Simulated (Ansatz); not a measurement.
# CH₅ClGaNS: one species, many methods

An exercise on one series of results from a longer session: the logs are not shown, and one member is left open.

Computed with Ansatz 0.2.0, Gaussian basis. Level: functionals in def2-TZVPP, the program's frozen cores in correlated methods.

Plan: LDA (SPW92), PBE-D4, revPBE-D4, BLYP-D4, r2SCAN-D4, B97M-V, PBE0-D4, B3LYP-D4, r2SCANh-D4, r2SCAN0-D4, HSE06-D4, BHLYP-D4, CAM-B3LYP-D4, LC-ωPBE, ωB97X-V, ωB97M-V, B2PLYP, PBE-QIDH; CCSD(T)/def2-SVP; CCSD(T)/def2-TZVPP; MP2/def2-QZVPP; extrapolation to the limit; RPA on PBE.

### The geometry

All runs share one geometry, relaxed beforehand with PBE0-D4 in a triple-zeta def2 set.

10 atoms, charge 0, spin multiplicity 1.

Atoms are counted from 1 here; the program's logs count them from 0.

Bond lengths: C1–N2 1.443 Å, C1–H6 1.093 Å, C1–H7 1.096 Å, C1–H8 1.096 Å, N2–Ga3 1.801 Å, N2–H9 1.007 Å, Ga3–S4 2.187 Å, Ga3–Cl5 2.138 Å, S4–H10 1.344 Å. Angles: N2–C1–H6 110.3°, N2–C1–H7 112.2°, N2–C1–H8 112.2°, H6–C1–H7 106.9°, H6–C1–H8 106.9°, H7–C1–H8 108.0°, C1–N2–Ga3 128.4°, C1–N2–H9 114.3°, Ga3–N2–H9 117.4°, N2–Ga3–S4 125.6°, N2–Ga3–Cl5 116.8°, S4–Ga3–Cl5 117.6°, Ga3–S4–H10 93.5°.

The first run:

Contents of in.yaml:

```yaml
crystal:
  periodic: [false, false, false]
  atoms:
    - {symbol: C, position_ang: [-0.830293, 0.086927, 1.177924]}
    - {symbol: N, position_ang: [-0.346610, 0.781385, 0.009533]}
    - {symbol: Ga, position_ang: [0.779871, 0.180881, -1.260922]}
    - {symbol: S, position_ang: [1.694320, -1.805247, -1.316112]}
    - {symbol: Cl, position_ang: [1.254905, 1.535255, -2.845795]}
    - {symbol: H, position_ang: [-0.418523, -0.924372, 1.214966]}
    - {symbol: H, position_ang: [-0.535992, 0.585840, 2.108505]}
    - {symbol: H, position_ang: [-1.921810, -0.012969, 1.177860]}
    - {symbol: H, position_ang: [-0.694006, 1.722000, -0.086717]}
    - {symbol: H, position_ang: [1.101339, -2.200799, -0.176341]}
basis:
  gaussian: {orbitals: def2-TZVPP}
hamiltonian: {xc: lda}
output: {orbitals: {seedname: orbitals}}
```

Command:

```sh
> ansatz run in.yaml --threads 4 --pin off --events-out ev --progress --plain --max-ram 10444MiB
```

Steps of the session up to this table: LDA; PBE-D4 (GGA); revPBE-D4 (GGA); BLYP-D4 (GGA); r2SCAN-D4 (meta-GGA); B97M-V (meta-GGA); PBE0-D4 (hybrid); B3LYP-D4 (hybrid); r2SCANh-D4 (hybrid); r2SCAN0-D4 (hybrid); HSE06-D4 (hybrid); BHLYP-D4 (hybrid); CAM-B3LYP-D4 (range-separated); LC-ωPBE (range-separated); ωB97X-V (range-separated); ωB97M-V (range-separated); B2PLYP (double hybrid); PBE-QIDH (double hybrid).

One table of the session follows, with a row left open; its other results are not shown here.

It belongs to the step «Orbital energies across the functionals». 

| functional | HOMO (eV) | gap (eV) |
| --- | --- | --- |
| LDA (SPW92) | -5.93 | 4.09 |
| PBE-D4 | -5.77 | 4.21 |
| revPBE-D4 | -5.71 | 4.28 |
| BLYP-D4 | -5.64 | 4.14 |
| r2SCAN-D4 | -6.04 | 4.79 |
| B97M-V | ? | ? |
| PBE0-D4 | -7.09 | 6.46 |
| B3LYP-D4 | -6.85 | 5.92 |
| r2SCANh-D4 | -6.53 | 5.61 |
| r2SCAN0-D4 | -7.28 | 6.83 |
| HSE06-D4 | -6.68 | 5.69 |
| BHLYP-D4 | -8.32 | 8.58 |
| CAM-B3LYP-D4 | -8.47 | 8.81 |
| LC-ωPBE | -9.87 | 11.52 |
| ωB97X-V | -9.50 | 10.94 |
| ωB97M-V | -9.38 | 10.58 |

Q: Estimate the row for B97M-V from the others.

As computed: HOMO (eV): -6.10; gap (eV): 4.77. In the column «HOMO (eV)» it lies between r2SCANh-D4 (-6.53) and r2SCAN-D4 (-6.04).
